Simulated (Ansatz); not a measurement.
La3InB, space group Pm-3m: a comparison of norm-conserving and PAW potentials, run with the Python package of Ansatz (0.2.0).

`nc_paw_la3inb.py`:
```python
import ansatz
import numpy as np
import pandas as pd

MESH = (3, 3, 3)
OCCUPATIONS = 'gaussian'
FUNCTIONAL = 'pbesol'
DISPERSION = 'd3bj'
TOLERANCE = 1e-05
BETA = 0.3


def count_gap(report):
    # lowest empty less highest filled band, counting bands; zero where they overlap
    return max(report.get('gap_by_band_count_ev') or 0.0, 0.0)

cell = (
    ansatz.Lattice.cubic(5.328949)
    .space_group(221)
    .atom('La', (0.5, 0.0, 0.5))
    .atom('In', (0.0, 0.0, 0.0))
    .atom('B', (0.5, 0.5, 0.5))
)

calculation = cell.calculation()
calculation = calculation.kpoints(*MESH)
calculation = calculation.occupations(OCCUPATIONS, width=10 * ansatz.meV).functional(FUNCTIONAL, dispersion=DISPERSION)
calculation = calculation.scf(tolerance=TOLERANCE).eigensolver('davidson')
calculation = calculation.mixing('msr1', beta=BETA).stress()
calculation = calculation.forces()
calculation = calculation.band_table()
variants = {
    'PAW': calculation.pseudopotentials('paw'),
    'norm-conserving': calculation.pseudopotentials('nc'),
}
rows = []
for label, variant in variants.items():
    report = variant.run(threads=1, pin='off').report
    levels = np.array(report['eigenvalues_ev'][0]) - report['fermi_energy_ev']
    print(label, 'levels at the first k-point near E_F:', np.round(levels[np.abs(levels) < 5], 3))
    rows.append((label, report['n_electrons'], np.trace(report['stress_gpa']) / 3, count_gap(report)))
print(pd.DataFrame(rows, columns=['treatment', 'electrons in bands', 'P GPa', 'gap by band count eV']).round(4).to_string(index=False))
```

How well do the two treatments of the cores agree on the pressure?

PAW gives -4.537 GPa and norm-conserving -4.542 GPa, 0.005 GPa apart. They took 3.3 and 20.2 s of processor time.

The run itself:

`python nc_paw_la3inb.py` gives:
```text
DeckWarning: basis.ecutwfc = 420 eV, auto-derived from the records' recommended cutoffs: set by La (normal level)
DeckWarning: scf.convergence.dr2_threshold = 1e-5 eV is looser than this run's default, which is 1e-7 eV or tighter. The error in the forces grows as the threshold's square root, so leave the key out unless less accurate forces are enough
DeckWarning: output.stress: scf.convergence.dr2_threshold = 1e-5 eV is looser than the 5e-10 eV advised for a printed stress (1e-10 eV for each atom of the cell: 5). What an SCF threshold leaves in a [...]
PAW levels at the first k-point near E_F: [-0.279 -0.279 -0.199 -0.199 -0.199  0.948  0.948  0.948  1.171  1.171
  1.171]
DeckWarning: basis.ecutwfc = 1496.626244 eV, auto-derived from the records' recommended cutoffs: set by La (normal level)
norm-conserving levels at the first k-point near E_F: [-0.278 -0.278 -0.199 -0.199 -0.199  0.943  0.943  0.943  1.178  1.178]
      treatment  electrons in bands   P GPa  gap by band count eV
            PAW                49.0 -4.5371                   0.0
norm-conserving                49.0 -4.5424                   0.0
```
(Warnings from the package without file and line, shortened.)

What to keep in mind:
- These settings explore the input space; cutoff and mesh may be short of convergence.
- The computed bands are complete only to about 1.2 eV above the Fermi level.
- Dispersion corrections can be off by several per cent in the lattices of metals, and by several GPa in the pressure at a fixed cell.
- The mesh is modest for a metal, so energies can be off by several to tens of meV an atom and pressures by half a GPa or more; differences at equal mesh fare better.
- A gap by band count of zero or less means overlapping bands, a metal, and at an odd count of electrons it is no gap at all.
- This cell is a computed structure, which may not be the phase found in nature.
- Gaps and levels are Kohn-Sham values on a finite set of k-points, without spin-orbit coupling.
- Stress is positive in compression.
- Hardware and time: 24 s on 1 thread of Arm Neoverse V2 (shared host), peak memory 0.89 GiB.

(Lines on the test bed's own set-up are left out of the output.)
